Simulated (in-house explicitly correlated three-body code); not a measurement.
# Two electrons around a charge of +1.5 under Yukawa screening of 0.15 per bohr: exact states

Aim: the lowest states of two electrons around a charge of +1.5 under Yukawa screening of 0.15 per bohr to near-exact accuracy, with their sizes and correlation.

The numbers are computed with in-house explicitly correlated three-body code version 1 (two electrons, non-relativistic, variational in exponentially correlated functions), except any that are marked as measured or tabulated.

### 1 Starting point

| Item | Value |
| --- | --- |
| charge of the centre | +1.5 |
| mass of the centre | infinite |
| interactions | Yukawa, exp(−0.15 r)/r, between all pairs |
| basis | 260 functions exp(−a r1 − b r2 − g r12) a state, exponent ranges optimised |
| units | hartree and bohr; relativity and QED are left out |

### 2 The variational calculation

Settings:

```ini
Z = 1.5
screening = 0.15
interaction_strength = 1.0
functions = 260
states_tried = 13
```

Command:

```console
python run_hyl.py task.json out
```

Main fields of the result record, rounded:

```text
status: converged
states [hartree, bohr]:
  - {"name": "1 1S", "E": -1.186202782003, "change": 2.5e-10, "T": 1.4453426971, "inv_r": 1.043832388, "inv_r12": 0.4999516858, "r": 1.37267974, "r2": 2.67638443, "r12": 2.1356997, "r12_2": 5.68855199, "cos": -0.08090365, "p1p2": 0.091333175, "d1": 0.6735318, "d12": 0.028151}
  - {"name": "2 3S", "E": -0.9232019503209, "change": 4.3e-09, "T": 1.139373853, "inv_r": 0.7036816268, "inv_r12": 0.04846907708, "r": 5.38195247, "r2": 60.8646043, "r12": 9.83226519, "r12_2": 121.877485, "cos": -0.008677947, "p1p2": 0.0010246116, "d1": 0.5351762, "d12": 0.0}
  - {"name": "2 1S", "E": -0.9181364153773, "change": 1.8e-08, "T": 1.1250207432, "inv_r": 0.6892852268, "inv_r12": 0.02469852168, "r": 8.13007837, "r2": 151.950967, "r12": 15.2976156, "r12_2": 303.985674, "cos": -0.004013585, "p1p2": 0.001140475, "d1": 0.5323884, "d12": 0.00045612}
threshold [hartree]: -0.91588056888
```

«change» is the move of the energy from 170 to 260 functions; states that moved too far are left out. d1 and d12 are the expectation values of δ(r1) and δ(r12).

Run time: 33 s. Hardware: 1 thread of AMD EPYC 9R45 (Zen 5), shared host.

### 3 The bound states

Binding counts from the one-electron threshold at -0.915881 hartree:

```
state  binding (eV)  excitation (eV)    ⟨r⟩  ⟨r12⟩ (bohr)  ⟨cos θ12⟩
 1 ¹S       7.35584                0  1.373         2.136    -0.0809
 2 ³S      0.199225          7.15662  5.382         9.832    -0.0087
 2 ¹S     0.0613847          7.29446  8.130         15.30    -0.0040
```

### 4 Outcome

```
                      quantity                value
           ground-state energy  -1.18620278 hartree
binding of the second electron            7.3558 eV
              ⟨r12⟩, ⟨cos θ12⟩  2.136 bohr, -0.0809
```

**Reading.** The second electron is bound by 7.356 eV, and the mean cosine of -0.081 shows the electrons leaning only slightly to opposite sides. Exchange puts 2 ³S 0.138 eV under 2 ¹S.
